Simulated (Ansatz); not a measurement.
**Cl₃F₃OSi₂: small, medium and large basis sets**

Aim: see how fast density functionals converge with the basis set for Cl₃F₃OSi₂.

Computed with Ansatz 0.2.0, Gaussian basis. Level: one geometry, several basis sets.

Plan: PBE0-D4/def2-SVP; ωB97M-V/def2-SVP; PBE0-D4/def2-QZVPP; ωB97M-V/def2-QZVPP; the functionals' def2-TZVPP values are taken from earlier runs.

### Step 1. The relaxed structure

All runs share one geometry, relaxed beforehand with PBE0-D4 in a triple-zeta def2 set.

SMILES `F[Si](F)(F)O[Si](Cl)(Cl)Cl`, 9 atoms, charge 0, spin multiplicity 1.

Atoms are counted from 1 here; the program's logs count them from 0.

Bond lengths: F1–Si2 1.566 Å, Si2–F3 1.566 Å, Si2–F4 1.564 Å, Si2–O5 1.598 Å, O5–Si6 1.613 Å, Si6–Cl7 2.019 Å, Si6–Cl8 2.020 Å, Si6–Cl9 2.016 Å. Angles: F1–Si2–F3 108.6°, F1–Si2–F4 108.8°, F1–Si2–O5 110.6°, F3–Si2–F4 108.8°, F3–Si2–O5 110.7°, F4–Si2–O5 109.3°, Si2–O5–Si6 154.9°, O5–Si6–Cl7 109.3°, O5–Si6–Cl8 109.4°, O5–Si6–Cl9 108.2°, Cl7–Si6–Cl8 109.8°, Cl7–Si6–Cl9 110.1°, Cl8–Si6–Cl9 110.1°.

### Step 2. PBE0-D4 in def2-SVP

File in.yaml:

```yaml
crystal:
  periodic: [false, false, false]
  atoms:
    - {symbol: F, position_ang: [-2.324100, 0.039080, 0.993178]}
    - {symbol: Si, position_ang: [-0.882375, 0.616832, 1.189710]}
    - {symbol: F, position_ang: [-0.231581, -0.076865, 2.434001]}
    - {symbol: F, position_ang: [-0.988652, 2.152785, 1.465525]}
    - {symbol: O, position_ang: [0.001845, 0.376129, -0.119619]}
    - {symbol: Si, position_ang: [0.847867, -0.510011, -1.168665]}
    - {symbol: Cl, position_ang: [2.589429, -1.071153, -0.315047]}
    - {symbol: Cl, position_ang: [-0.221439, -2.146242, -1.680139]}
    - {symbol: Cl, position_ang: [1.209006, 0.619444, -2.798942]}
basis:
  gaussian: {orbitals: def2-SVP}
hamiltonian: {xc: pbe0, dispersion: d4}
output: {orbitals: {seedname: orbitals}}
```

After this run come: ωB97M-V in def2-SVP; PBE0-D4 in def2-QZVPP; ωB97M-V in def2-QZVPP.

Before running them: what should the planned runs give, taken together? Wanted: PBE0-D4: double and triple zeta above quadruple; ωB97M-V: double and triple zeta above quadruple.

As calculated:

| quantity | value |
| --- | --- |
| PBE0-D4: double and triple zeta above quadruple | 34.54, 2.25 eV |
| ωB97M-V: double and triple zeta above quadruple | 34.38, 2.11 eV |

In words: PBE0-D4 gains 32.29 eV from double to triple zeta, then 2.25 eV more. Total energies overstate the basis error of differences, where much of it tends to cancel. The LUMO of ωB97M-V is positive and keeps falling with the basis (2.18 to 1.25 eV): an unbound level that the basis holds in place.
